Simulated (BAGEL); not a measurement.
# GeH2Cl2O (SMILES [OH][GeH]([Cl])[Cl]) at B3LYP/6-31G(d) (density fitting with qzvpp-jkfit, spherical functions)

What is the energy change on altering one bond length of GeH2Cl2O at B3LYP/6-31G* (density fitting with qzvpp-jkfit, spherical functions)? 

Program for the calculation: BAGEL 1.2.2.

3 further runs of the same task are left out: 3 that didn't finish.

## Step 1: The system as given

The species is GeH2Cl2O (6 atoms), meant as a singlet with charge 0. SMILES: `[OH][GeH]([Cl])[Cl]`. The shape is that of a PBE0-D4/def2-TZVP optimisation. This is one conformer, not always the lowest.

Bond lengths: O1–Ge2 1.752 Å, Ge2–Cl3 2.137 Å, Ge2–Cl4 2.137 Å, O1–H5 0.961 Å, Ge2–H6 1.521 Å. Angles: O1–Ge2–Cl3 109.7°, O1–Ge2–Cl4 109.7°, Cl3–Ge2–Cl4 106.8°, O1–Ge2–H6 108.2°, Cl3–Ge2–H6 111.2°, Cl4–Ge2–H6 111.3°, Ge2–O1–H5 113.6°.

## Step 2: A single-point energy at B3LYP/6-31G(d) (density fitting with qzvpp-jkfit, spherical functions)

The input, job.json:

```json
{ "bagel" : [

{
  "title" : "molecule",
  "basis" : "6-31gs.json",
  "df_basis" : "qzvpp-jkfit",
  "angstrom" : true,
  "geometry" : [
    { "atom" : "O", "xyz" : [      -0.161000,       1.291000,      -0.614200 ] },
    { "atom" : "Ge", "xyz" : [      -0.065400,      -0.148800,       0.378900 ] },
    { "atom" : "Cl", "xyz" : [       1.948500,      -0.862600,       0.421700 ] },
    { "atom" : "Cl", "xyz" : [      -1.252400,      -1.700600,      -0.487400 ] },
    { "atom" : "H", "xyz" : [       0.126400,       1.152000,      -1.521000 ] },
    { "atom" : "H", "xyz" : [      -0.554000,       0.204900,       1.775700 ] }
  ]
},

{
  "title" : "ks",
  "xc_func" : "b3lyp"
},

{
  "title" : "print",
  "file" : "orbitals.molden",
  "orbitals" : true
}

]}
```

The basis set 6-31G* is read from a file made from the Basis Set Exchange's data (not shown).

Command:

```
$ BAGEL_NUM_THREADS=1 BAGEL job.json > job.out
```

Standard output:

```text
* using 1 threads per process

  ===============================================================
  ===============================================================

  *** Geometry ***

  { "atom" : "O", "xyz" : [     -0.304246,      2.439636,     -1.160670 ] },
  { "atom" : "Ge", "xyz" : [     -0.123588,     -0.281191,      0.716017 ] },
  { "atom" : "Cl", "xyz" : [      3.682131,     -1.630078,      0.796898 ] },
  { "atom" : "Cl", "xyz" : [     -2.366693,     -3.213668,     -0.921053 ] },
  { "atom" : "H", "xyz" : [      0.238861,      2.176964,     -2.874273 ] },
  { "atom" : "H", "xyz" : [     -1.046908,      0.387205,      3.355587 ] },

  Number of auxiliary basis functions:      635

  Since a DF basis is specified, we compute 2- and 3-index integrals:
    o Being stored without compression. Storage requirement is 0.038 GB

  Number of basis functions:       86
  Number of electrons      :       76

    * METHOD: MOLECULE                             0.35

  *** Kohn-Sham DFT ***

    * Removing 10991 points whose weight is below 1.00e-10
    * Grid points: 78445

  === Nuclear Repulsion ===
   472.3860354439

       - DIIS with orbital gradients will be used.

  === KS iteration (b3lyp / 6-31gs.json) ===
      0      -2975.14568556          0.13583118           0.55
      1      -2790.99847747          0.21496634           0.63
      2      -2951.28059636          0.09862898           0.56
      3      -2972.34346705          0.20077739           0.54
      4      -2980.23760567          0.18376964           0.60
      5      -2978.60200947          0.18597838           0.63
      6      -2974.39454028          0.18289298           0.52
      7      -2964.84021998          0.21783767           0.47
      8      -2967.63109536          0.14074940           0.57
      9      -3066.96236158          0.07514124           0.48
     10      -3000.04351892          0.17031895           0.42
     11      -3005.73478547          0.22575928           0.41
     12      -3061.00379596          0.22040801           0.41
     13      -3069.40960589          0.12314127           0.51
     14      -3055.63320936          0.13521665           0.47
     15      -3060.84597845          0.11431205           0.41
     16      -3072.59742029          0.03447606           0.42
     17      -3073.49949139          0.01693701           0.42
     18      -3073.65962443          0.00405181           0.41
     19      -3073.66799149          0.00207798           0.41
     20      -3073.67278903          0.00040469           0.41
     21      -3073.67297520          0.00017199           0.47
     22      -3073.67299167          0.00001682           0.56
     23      -3073.67299179          0.00001483           0.58
     24      -3073.67299193          0.00000248           0.54
     25      -3073.67299194          0.00000047           0.60
     26      -3073.67299194          0.00000016           0.78
     27      -3073.67299194          0.00000006           0.70
     28      -3073.67299194          0.00000003           0.61
     29      -3073.67299194          0.00000000           0.51
    * SCF iteration converged.

    * Permanent dipole moment:
           (    0.067513,    -0.296928,     0.049968) a.u.

    * METHOD: KS                                  16.00

    * METHOD: PRINT                                0.01

  ===============================================================
```

Run time: 17 s. Hardware: 1 thread of Intel Xeon 6975P-C (Granite Rapids), shared host; peak memory 0.4 GiB.

## Step 3: The distorted shape, same level

The input, dft.json:

```json
{ "bagel": [

{
  "title": "molecule",
  "basis": "6-31gs.json",
  "df_basis": "qzvpp-jkfit",
  "angstrom": true,
  "geometry": [
    { "atom": "O", "xyz": [      -1.167923,       1.647890,      -0.635599 ] },
    { "atom": "Ge", "xyz": [      -1.072323,       0.208090,       0.357501 ] },
    { "atom": "Cl", "xyz": [       1.948500,      -0.862600,       0.421700 ] },
    { "atom": "Cl", "xyz": [      -2.259323,      -1.343710,      -0.508799 ] },
    { "atom": "H", "xyz": [      -0.880523,       1.508890,      -1.542399 ] },
    { "atom": "H", "xyz": [      -1.560923,       0.561790,       1.754301 ] }
  ]
},

{
  "title": "ks",
  "xc_func": "b3lyp"
},

{
  "title": "print",
  "file": "orbitals.molden",
  "orbitals": true
}

]}
```

The basis set 6-31G* is read from a file made from the Basis Set Exchange's data (not shown).

Command:

```
$ BAGEL_NUM_THREADS=1 BAGEL dft.json > dft.out
```

Standard output:

```text
* using 1 threads per process

  ===============================================================
  ===============================================================

  *** Geometry ***

  { "atom" : "O", "xyz" : [     -2.207055,      3.114061,     -1.201108 ] },
  { "atom" : "Ge", "xyz" : [     -2.026397,      0.393233,      0.675579 ] },
  { "atom" : "Cl", "xyz" : [      3.682131,     -1.630078,      0.796898 ] },
  { "atom" : "Cl", "xyz" : [     -4.269502,     -2.539244,     -0.961491 ] },
  { "atom" : "H", "xyz" : [     -1.663947,      2.851389,     -2.914712 ] },
  { "atom" : "H", "xyz" : [     -2.949717,      1.061629,      3.315148 ] },

  Number of auxiliary basis functions:      635

  Since a DF basis is specified, we compute 2- and 3-index integrals:
    o Being stored without compression. Storage requirement is 0.038 GB

  Number of basis functions:       86
  Number of electrons      :       76

    * METHOD: MOLECULE                             0.71

  *** Kohn-Sham DFT ***

    * Removing 10035 points whose weight is below 1.00e-10
    * Grid points: 79401

  === Nuclear Repulsion ===
   411.7334746978

       - DIIS with orbital gradients will be used.

  === KS iteration (b3lyp / 6-31gs.json) ===
      0      -2966.14320392          0.13777224           0.65
      1      -2729.97651092          0.16406838           0.54
      2      -2778.57708404          0.10744510           0.50
      3      -2911.95955070          0.11232357           0.43
      4      -3064.35651332          0.09862824           0.41
      5      -2962.26082993          0.17587623           0.41
      6      -2961.78615853          0.17228741           0.40
      7      -2960.32135857          0.16005525           0.53
      8      -3011.42536620          0.19785655           0.53
      9      -3053.28925818          0.09180507           0.53
     10      -3069.86915288          0.08380205           0.51
     11      -3068.72703062          0.07100956           0.53
     12      -3072.72247490          0.04136511           0.51
     13      -3072.98117842          0.03180309           0.52
     14      -3073.57241466          0.00510699           0.52
     15      -3073.57645487          0.00340330           0.53
     16      -3073.58449521          0.00132455           0.50
     17      -3073.58735459          0.00016542           0.51
     18      -3073.58738220          0.00005224           0.52
     19      -3073.58738443          0.00002749           0.46
     20      -3073.58738485          0.00000886           0.48
     21      -3073.58738490          0.00000195           0.46
     22      -3073.58738490          0.00000157           0.48
     23      -3073.58738490          0.00000086           0.50
     24      -3073.58738490          0.00000043           0.47
     25      -3073.58738490          0.00000016           0.48
     26      -3073.58738490          0.00000013           0.49
     27      -3073.58738490          0.00000004           0.45
     28      -3073.58738490          0.00000002           0.44
     29      -3073.58738490          0.00000003           0.46
     30      -3073.58738490          0.00000001           0.49
    * SCF iteration converged.

    * Permanent dipole moment:
           (    1.769350,    -0.811322,     0.207774) a.u.

    * METHOD: KS                                  15.62

    * METHOD: PRINT                                0.01

  ===============================================================
```

It took 18 s on 1 thread of Intel Xeon 6975P-C (Granite Rapids), shared host; peak memory 0.41 GiB.

## Step 4: What came out

At B3LYP/6-31G* (density fitting with qzvpp-jkfit, spherical functions):

| quantity | value |
| --- | --- |
| first shape: total energy | -3073.67299 Eh |
| first shape: dipole moment | 0.78 D |
| first shape: HOMO energy | -8.81 eV |
| first shape: LUMO energy | -1.05 eV |
| first shape: HOMO–LUMO gap | 7.76 eV |
| distorted shape: total energy | -3073.58738 Eh |
| distorted shape: dipole moment | 4.98 D |
| distorted shape: HOMO energy | -7.32 eV |
| distorted shape: LUMO energy | -4.62 eV |
| distorted shape: HOMO–LUMO gap | 2.70 eV |
| energy change with the Ge2–Cl3 bond stretched from 2.137 to 3.206 Å | 2.329 eV |

**Reading.** With the Ge2–Cl3 bond stretched from 2.137 to 3.206 Å the energy rises by 2.33 eV (54 kcal/mol). The first shape isn't relaxed at this level, so the change isn't measured from a minimum. A restricted reference can't describe the breaking bond well at this length.
